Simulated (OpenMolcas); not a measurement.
**W: CASSCF terms and fine-structure levels**

Which level of W lies lowest, and where do the others fall? The reference wave functions come first, then spin-orbit coupling.

Method: state-averaged CASSCF, spin-orbit coupling by RASSI with atomic mean-field integrals. Code: OpenMolcas 26.06.

## (1) What is computed

- Species: W (tungsten, Z = 74, 74 electrons)
- Basis: ANO-RCC-MB [6s5p3d1f], 43 functions
- Scalar Hamiltonian: DKH2, point nucleus
- Inactive shells: 1s 2s 2p 3s 3p 3d 4s 4p 4d 4f 5s 5p
- Active space: 6 electrons in 5 orbitals (5d)
- Some configurations of this space: 5d⁶
- Orbitals: optimised for each spin and parity, averaged over all roots

Outer shells as boxes (Hund's rule):

5d6
```
5d [↑↓][↑ ][↑ ][↑ ][↑ ]
```

The work runs as a chain of OpenMolcas steps in one folder; each step below is one input file. Labels, J, g values, rates, χT and fits are worked out afterwards by a script from the matrices that RASSI stores.

## (2) One- and two-electron integrals

The input, a.inp:

```
&GATEWAY
Coord
1

W 0.0 0.0 0.0
Basis=ANO-RCC-MB
Group=XYZ
NoMove
AngMom=0.0 0.0 0.0
AMFI
&SEWARD
```

The run is started by

```sh
$ OMP_NUM_THREADS=1 MOLCAS_MEM=2252 MOLCAS_PROJECT=a pymolcas a.inp > a.log
```

## (3) CASSCF: quintets of even parity, 5 roots

The input, a.inp:

```
&RASSCF
FileOrb=start.orb
Symmetry=1
Spin=5
nActEl=6 0 0
Inactive=15 19
Ras2=5 0
CIRoot=5 5 1
SDav=5
CIMx=300
Iter=120 100
PrWF=0.3
OrbListing=Nothing
MaxOrb=0
Atom
>>> COPY $Project.JobIph JOB001
```

start.orb holds the contracted functions of the basis, ordered by shell, or the orbitals of the step before.

## (4) Reference wave functions, triplets of even parity, 45 roots

The input, a.inp:

```
&RASSCF
FileOrb=start.orb
Symmetry=1
Spin=3
nActEl=6 0 0
Inactive=15 19
Ras2=5 0
CIRoot=45 45 1
SDav=45
CIMx=300
Iter=120 100
PrWF=0.3
OrbListing=Nothing
MaxOrb=0
Atom
>>> COPY $Project.JobIph JOB002
```

## (5) CASSCF: singlets of even parity, 50 roots

The input, a.inp:

```
&RASSCF
FileOrb=start.orb
Symmetry=1
Spin=1
nActEl=6 0 0
Inactive=15 19
Ras2=5 0
CIRoot=50 50 1
SDav=50
CIMx=300
Iter=120 100
PrWF=0.3
OrbListing=Nothing
MaxOrb=0
Atom
>>> COPY $Project.JobIph JOB003
```

## (6) RASSI: spin-orbit coupling between the states

The input, a.inp:

```
&RASSI
NrOfJobIphs=3 5 45 44
1 2 3 4 5
1 2 3 4 5 6 7 8 9 10 11 12 13 14 15 16 17 18 19 20 21 22 23 24 25 26 27
28 29 30 31 32 33 34 35 36 37 38 39 40 41 42 43 44 45
1 2 3 4 5 6 7 8 9 10 11 12 13 14 15 16 17 18 19 20 21 22 23 24 25 26 27
28 29 30 31 32 33 34 35 36 37 38 39 40 41 42 43 44
IphNames
JOB001
JOB002
JOB003
EJob
SpinOrbit
DIPRint=1.0
SOCoupling=1000.0
Subsets=2
MEES
Property=10
'ANGMOM' 1 'ANGMOM' 2 'ANGMOM' 3 'MLTPL  1' 1 'MLTPL  1' 2 'MLTPL  1' 3
'AMFI' 1 'AMFI' 2 'AMFI' 3 'MLTPL  2' 6
SOProperty=3
'ANGMOM' 1 'ANGMOM' 2 'ANGMOM' 3
```

Q: Predict the outcome of this session. Wanted: lowest level; first excited level; lowest level of another term; spin-orbit lowering of the lowest level; strongest of the lines computed, by gA.

The runs gave:

| quantity | value |
| --- | --- |
| method | CASSCF |
| lowest level | 5d⁶ ⁵D₄, 93 % of that term, g = 1.482 |
| ground level listed by NIST | 5D0 |
| first excited level | 5d⁶ ⁵D₃ at 2708 cm⁻¹ |
| lowest level of another term | 5d⁶ ³H₄ at 12681 cm⁻¹ |
| spin-orbit lowering of the lowest level | 3328 cm⁻¹ |
| strongest of the lines computed, by gA (one parity, so forbidden lines), at CASSCF energies | 5d⁶ ³P₂(1) → 5d⁶ ⁵D₃, 855.8 nm, A = 9.79e+00 s⁻¹ |

What this shows: The multiplet ⁵D is inverted; its intervals divided by the larger J differ by 86 % of their mean, where Landé's rule for pure LS coupling makes them equal. Only the configurations of the active space and the roots asked for are present. Not all states of the active space went into the spin-orbit step. The free ion's ground configuration, as NIST lists it, lies outside this active space, so the lowest level here need not be the ground level. Only valence configurations of the active space appear, up to the ionisation limit; * or ° marks odd parity.
